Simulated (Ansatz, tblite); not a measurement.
# Si50H52 off sphere (Si50H52): spin-state energies by level

Aim: set other spin states of Si50H52 off sphere (Si50H52) against its singlet, on many levels of theory.

Method: as each input shows; program: Ansatz 0.2.0, Gaussian basis.

The runs, in order: triplet, at the geometry of the singlet (GFN1-xTB, PBE0-D4/def2-SVP, PBE-D4/def2-SVP); the singlet's energies come from earlier runs.

2 further runs of the same task are left out: 1 that didn't finish, 1 set aside as unsound or not needed.

## 1. The geometry

The singlet was relaxed beforehand with PBE-D4/def2-SVP.

102 atoms, charge 0, spin multiplicity 1.

Bond lengths: Si1–Si26 2.358 Å, Si1–Si28 2.353 Å, Si1–H51 1.507 Å, Si1–H52 1.510 Å, Si2–Si27 2.356 Å, Si2–Si29 2.352 Å, Si2–H53 1.507 Å, Si2–H54 1.511 Å, Si3–Si28 2.356 Å, Si3–Si30 2.355 Å, Si3–Si31 2.357 Å, Si3–H55 1.513 Å, Si4–Si29 2.353 Å, Si4–Si30 2.354 Å, Si4–Si32 2.357 Å, Si4–H56 1.512 Å, Si5–Si26 2.355 Å, Si5–Si27 2.355 Å and more. Angles: Si26–Si1–Si28 113.1°, Si26–Si1–H51 109.1°, Si26–Si1–H52 109.2°, Si28–Si1–H51 110.3°, Si28–Si1–H52 107.5°, H51–Si1–H52 107.4°, Si27–Si2–Si29 109.8°, Si27–Si2–H53 111.7°, Si27–Si2–H54 108.5°, Si29–Si2–H53 112.0°, Si29–Si2–H54 107.1°, H53–Si2–H54 107.6°, Si28–Si3–Si30 110.1°, Si28–Si3–Si31 109.3°, Si28–Si3–H55 108.6°, Si30–Si3–Si31 110.0°, Si30–Si3–H55 110.0°, Si31–Si3–H55 108.9° and more.

## 2. Triplet at the fixed geometry, GFN1-xTB

Tight binding, by tblite at 300 K electronic temperature and without a spin-polarisation term:

```python
tblite.interface.Calculator('GFN1-xTB', numbers, positions, charge=0, uhf=2).singlepoint()
```

Energy -3264.9431 eV; 5.5 s.

## 3. Triplet at the fixed geometry, PBE0-D4/def2-SVP

in.yaml reads:

```yaml
crystal:
  periodic: [false, false, false]
  atoms:
    - {symbol: Si, position_ang: [-4.437509, -3.828802, 0.229751]}
    - {symbol: Si, position_ang: [-4.446403, -0.827875, -2.766978]}
    - {symbol: Si, position_ang: [-4.455807, -0.989323, 2.790692]}
    - {symbol: Si, position_ang: [-4.459999, 1.742311, 0.106118]}
    - {symbol: Si, position_ang: [-1.771645, -3.666108, -2.629817]}
    - {symbol: Si, position_ang: [-1.714972, -3.703717, 2.830319]}
    - {symbol: Si, position_ang: [0.965142, -3.693391, 0.099882]}
    - {symbol: Si, position_ang: [-1.713672, -0.972920, -5.360976]}
    - {symbol: Si, position_ang: [-1.734098, 1.736016, -2.603145]}
    - {symbol: Si, position_ang: [0.968371, -0.968074, -2.605594]}
    - {symbol: Si, position_ang: [0.977613, 1.713611, -5.360877]}
    - {symbol: Si, position_ang: [-1.750980, -0.980333, 0.091220]}
    - {symbol: Si, position_ang: [-1.728549, 1.730342, 2.821302]}
    - {symbol: Si, position_ang: [0.958428, -0.958176, 2.825608]}
    - {symbol: Si, position_ang: [0.981830, 1.750536, 0.091579]}
    - {symbol: Si, position_ang: [-1.893828, -1.101340, 5.539164]}
    - {symbol: Si, position_ang: [1.097761, 1.891551, 5.539715]}
    - {symbol: Si, position_ang: [0.828978, 4.445961, -2.769256]}
    - {symbol: Si, position_ang: [-1.738656, 4.461452, 0.106088]}
    - {symbol: Si, position_ang: [0.992434, 4.456866, 2.790350]}
    - {symbol: Si, position_ang: [3.683699, -3.683661, -2.648500]}
    - {symbol: Si, position_ang: [3.668253, 1.769497, -2.628328]}
    - {symbol: Si, position_ang: [3.694118, -0.966269, 0.100900]}
    - {symbol: Si, position_ang: [3.704452, 1.714824, 2.831528]}
    - {symbol: Si, position_ang: [3.828092, 4.436320, 0.227219]}
    - {symbol: Si, position_ang: [-3.250947, -5.035845, -1.412395]}
    - {symbol: Si, position_ang: [-3.104339, -2.307081, -4.016174]}
    - {symbol: Si, position_ang: [-3.075034, -2.356909, 1.459532]}
    - {symbol: Si, position_ang: [-3.108113, 0.383507, -1.258593]}
    - {symbol: Si, position_ang: [-5.827193, 0.349358, 1.422603]}
    - {symbol: Si, position_ang: [-3.108556, 0.373876, 4.163217]}
    - {symbol: Si, position_ang: [-3.090749, 3.093238, 1.467834]}
    - {symbol: Si, position_ang: [-0.394884, -2.338890, -1.257558]}
    - {symbol: Si, position_ang: [2.324995, -5.032267, -1.276172]}
    - {symbol: Si, position_ang: [2.313961, -2.314606, -3.985407]}
    - {symbol: Si, position_ang: [-0.246716, -5.056044, 1.585972]}
    - {symbol: Si, position_ang: [-0.391267, -2.317064, 4.194569]}
    - {symbol: Si, position_ang: [2.312586, -2.313273, 1.448403]}
    - {symbol: Si, position_ang: [-0.383174, 0.385383, -3.975588]}
    - {symbol: Si, position_ang: [-0.380498, 3.108836, -1.258295]}
    - {symbol: Si, position_ang: [2.339754, 0.393649, -1.256763]}
    - {symbol: Si, position_ang: [2.311389, 3.103940, -4.015149]}
    - {symbol: Si, position_ang: [-0.385421, 0.385785, 1.442199]}
    - {symbol: Si, position_ang: [-0.372180, 3.110983, 4.162554]}
    - {symbol: Si, position_ang: [2.316907, 0.391579, 4.195343]}
    - {symbol: Si, position_ang: [2.358519, 3.074277, 1.459662]}
    - {symbol: Si, position_ang: [-0.345186, 5.828921, 1.421794]}
    - {symbol: Si, position_ang: [5.032701, -2.325851, -1.275479]}
    - {symbol: Si, position_ang: [5.038830, 3.246463, -1.409469]}
    - {symbol: Si, position_ang: [5.056046, 0.243575, 1.589596]}
    - {symbol: H, position_ang: [-5.561466, -3.072361, -0.430021]}
    - {symbol: H, position_ang: [-5.057888, -4.797259, 1.208188]}
    - {symbol: H, position_ang: [-5.569899, -1.550247, -2.070155]}
    - {symbol: H, position_ang: [-5.065326, 0.173561, -3.713680]}
    - {symbol: H, position_ang: [-5.309540, -1.876115, 3.669583]}
    - {symbol: H, position_ang: [-5.309142, 2.622258, -0.783793]}
    - {symbol: H, position_ang: [-0.895285, -4.532363, -3.506241]}
    - {symbol: H, position_ang: [-2.620243, -4.549183, 3.698370]}
    - {symbol: H, position_ang: [-2.545010, -0.087590, -6.257658]}
    - {symbol: H, position_ang: [-0.826734, -1.829080, -6.230886]}
    - {symbol: H, position_ang: [-2.612447, 2.615511, -3.465464]}
    - {symbol: H, position_ang: [0.094290, 2.544927, -6.259563]}
    - {symbol: H, position_ang: [1.833185, 0.824115, -6.228830]}
    - {symbol: H, position_ang: [-2.866575, -2.081477, 6.151804]}
    - {symbol: H, position_ang: [-1.197893, -0.381908, 6.664540]}
    - {symbol: H, position_ang: [0.371955, 1.189998, 6.657496]}
    - {symbol: H, position_ang: [2.075601, 2.860175, 6.162478]}
    - {symbol: H, position_ang: [-0.174943, 5.056514, -3.719051]}
    - {symbol: H, position_ang: [1.546093, 5.575448, -2.076742]}
    - {symbol: H, position_ang: [-2.618180, 5.310331, -0.784536]}
    - {symbol: H, position_ang: [1.880501, 5.309682, 3.668804]}
    - {symbol: H, position_ang: [4.556886, -4.556712, -3.522027]}
    - {symbol: H, position_ang: [4.533784, 0.892830, -3.505082]}
    - {symbol: H, position_ang: [4.550377, 2.620038, 3.699215]}
    - {symbol: H, position_ang: [3.068781, 5.555479, -0.437335]}
    - {symbol: H, position_ang: [4.794057, 5.062674, 1.204316]}
    - {symbol: H, position_ang: [-4.236121, -5.639919, -2.385096]}
    - {symbol: H, position_ang: [-2.508976, -6.170158, -0.755374]}
    - {symbol: H, position_ang: [-3.981571, -3.197193, -4.868185]}
    - {symbol: H, position_ang: [-6.687974, -0.515179, 0.534421]}
    - {symbol: H, position_ang: [-6.734290, 1.187387, 2.290605]}
    - {symbol: H, position_ang: [-3.987597, 1.272553, 5.004107]}
    - {symbol: H, position_ang: [-3.951696, 3.955355, 2.364430]}
    - {symbol: H, position_ang: [1.449682, -5.922784, -2.124099]}
    - {symbol: H, position_ang: [3.188702, -5.914140, -0.407203]}
    - {symbol: H, position_ang: [1.432759, -3.162608, -4.869269]}
    - {symbol: H, position_ang: [3.160843, -1.434686, -4.871554]}
    - {symbol: H, position_ang: [-0.965192, -6.167034, 0.864973]}
    - {symbol: H, position_ang: [0.748062, -5.687981, 2.531016]}
    - {symbol: H, position_ang: [0.514739, -3.169931, 5.053992]}
    - {symbol: H, position_ang: [3.186008, -3.187940, 2.320662]}
    - {symbol: H, position_ang: [3.203056, 3.980968, -4.865718]}
    - {symbol: H, position_ang: [-1.271458, 3.990317, 5.002568]}
    - {symbol: H, position_ang: [3.169158, -0.514698, 5.055094]}
    - {symbol: H, position_ang: [-1.182674, 6.737006, 2.289216]}
    - {symbol: H, position_ang: [0.519838, 6.688855, 0.533174]}
    - {symbol: H, position_ang: [5.913550, -3.191007, -0.406819]}
    - {symbol: H, position_ang: [5.924441, -1.450752, -2.122376]}
    - {symbol: H, position_ang: [6.169317, 2.503114, -0.747453]}
    - {symbol: H, position_ang: [5.647581, 4.228974, -2.381901]}
    - {symbol: H, position_ang: [5.681803, -0.753254, 2.536674]}
    - {symbol: H, position_ang: [6.171488, 0.958554, 0.872086]}
basis:
  gaussian: {orbitals: def2-SVP, fitting: {mean_field: def2-universal-jkfit}}
magnetization: {spin_polarized: true, initial_magnetization: 2}
hamiltonian: {xc: pbe0, dispersion: d4}
scf: {omitted_lower_state_checks: [starts]}
output: {orbitals: {seedname: orbitals}}
```

On the command line:

```
$ ansatz run in.yaml --threads 11 --pin off --events-out ev --progress --plain --max-ram 174080MiB --backend cuda --devices 0, --max-vram 75GiB
```

Standard output:

```text
Functional definition: PBE0
  name "PBE0"
  cite "Adamo & Barone, J. Chem. Phys. 110, 6158 (1999) doi:10.1063/1.478522"
  cite "Perdew, Burke & Ernzerhof, Phys. Rev. Lett. 77, 3865 (1996) doi:10.1103/PhysRevLett.77.3865"
  parent pbe
  parameter a = 0.25
  parameter kappa = 0.804
  parameter beta = 0.06672455060314922
  exchange = (1 - a)*pbe_x(kappa = kappa, mu = beta*pi^2/3) + a*exact_x
  correlation = pbe_c(beta = beta)
these checks for a lower state are left out or cut short: starts
7336 factors; integrals over basis functions are off by at most 3.1e-1 eV
mean field evaluation 1: about -394457.5925 eV, gradient 1.9e1 eV
mean field evaluation 2: about -394456.4636 eV, gradient 2.5e1 eV
mean field evaluation 4: about -394460.5158 eV, gradient 4.0e0 eV
mean field evaluation 8: about -394460.6351 eV, gradient 1.3e0 eV
mean field evaluation 16: about -394460.6534 eV, gradient 2.3e-2 eV
mean field evaluation 32: about -394460.6537 eV, gradient 8.6e-4 eV
mean field -394460.65367392 eV, -14496.1616474825 hartree, gradient 3.4e-6 eV, S^2 2.003186; 0 other end points of the search recorded, 0 dependent functions left out
reference -394460.65376807 eV, -14496.1616509422 hartree; 377, 375 occupied and 783, 785 virtual orbitals, 7336 factors
Total energy: -394470.35240226 eV, -14496.5180691749 hartree
Checks for a lower state left out: starts
```

Run time: 95 s. Hardware: 1 × H100 with 11 threads of AMD EPYC 7R13, shared host; peak host memory 2.4 GiB.

From the report: HOMO -2.93 eV, LUMO -5.87 eV (over both spins; with the spin held, an empty level of the minority spin lies below the top filled one); ⟨S²⟩ 2.003 (pure: 2.00).

## 4. Triplet at the fixed geometry, PBE-D4/def2-SVP

start.molden holds the orbitals of an earlier run on this state, given as this run's starting guess.

in.yaml: that of step 3 with these lines changed.

```diff
@@ -106,5 +106,5 @@
 basis:
-  gaussian: {orbitals: def2-SVP, fitting: {mean_field: def2-universal-jkfit}}
+  gaussian: {orbitals: def2-SVP, fitting: {mean_field: def2-universal-jkfit}, initial_orbitals: start.molden}
 magnetization: {spin_polarized: true, initial_magnetization: 2}
-hamiltonian: {xc: pbe0, dispersion: d4}
+hamiltonian: {xc: pbe, dispersion: d4}
 scf: {omitted_lower_state_checks: [starts]}
```

Launched as before.

Standard output:

```text
Functional definition: PBE
  name "PBE"
  cite "Perdew, Burke & Ernzerhof, Phys. Rev. Lett. 77, 3865 (1996) doi:10.1103/PhysRevLett.77.3865"
  parent pbe
  parameter kappa = 0.804
  parameter beta = 0.06672455060314922
  exchange = pbe_x(kappa = kappa, mu = beta*pi^2/3)
  correlation = pbe_c(beta = beta)
these checks for a lower state are left out or cut short: starts
7336 factors; integrals over basis functions are off by at most 3.1e-1 eV
mean field evaluation 1: about -394419.7421 eV, gradient 1.6e1 eV
mean field evaluation 2: about -394420.7169 eV, gradient 1.0e0 eV
mean field evaluation 4: about -394420.7532 eV, gradient 1.8e-1 eV
mean field evaluation 8: about -394420.7556 eV, gradient 9.1e-4 eV
mean field evaluation 16: about -394420.7556 eV, gradient 5.8e-5 eV
mean field -394420.75555069 eV, -14494.6954184975 hartree, gradient 2.7e-6 eV, S^2 2.001130; 0 other end points of the search recorded, 0 dependent functions left out
reference -394420.75567595 eV, -14494.6954231009 hartree; 377, 375 occupied and 783, 785 virtual orbitals, 7336 factors
Total energy: -394431.22496303 eV, -14495.0801623046 hartree
Checks for a lower state left out: starts
```

Run time: 41 s. Hardware: 1 × H100 with 11 threads of AMD EPYC 7R13, shared host; peak host memory 2.3 GiB.

Report: HOMO -2.69 eV, LUMO -5.80 eV (over both spins; with the spin held, an empty level of the minority spin lies below the top filled one); ⟨S²⟩ 2.001 (pure: 2.00).

## 5. Triplet less singlet, vertical

The singlet's energies are those of its earlier runs, whose logs aren't repeated here.

| level | triplet less singlet, vertical (eV) | time |
| --- | --- | --- |
| GFN1-xTB | +2.237 | 9.9 s |
| PBE-D4/def2-SVP | +3.156 | 56 s |
| PBE0-D4/def2-SVP | +3.834 | 2.1 min |

Times add the two runs; a level without a time comes out of a correlated run. Tight binding without a spin term can't rank spin states.

## 6. Outcome

| quantity | value |
| --- | --- |
| triplet less singlet, vertical, functionals in def2-SVP | +3.156 (PBE-D4) to +3.834 eV (PBE0-D4) |

**Reading.** All functionals put the triplet above the singlet, over a spread of 0.678 eV. The checks for a lower triplet were left out, so another state of that spin may lie lower. These are electronic energies, without zero-point motion, entropy or surroundings.
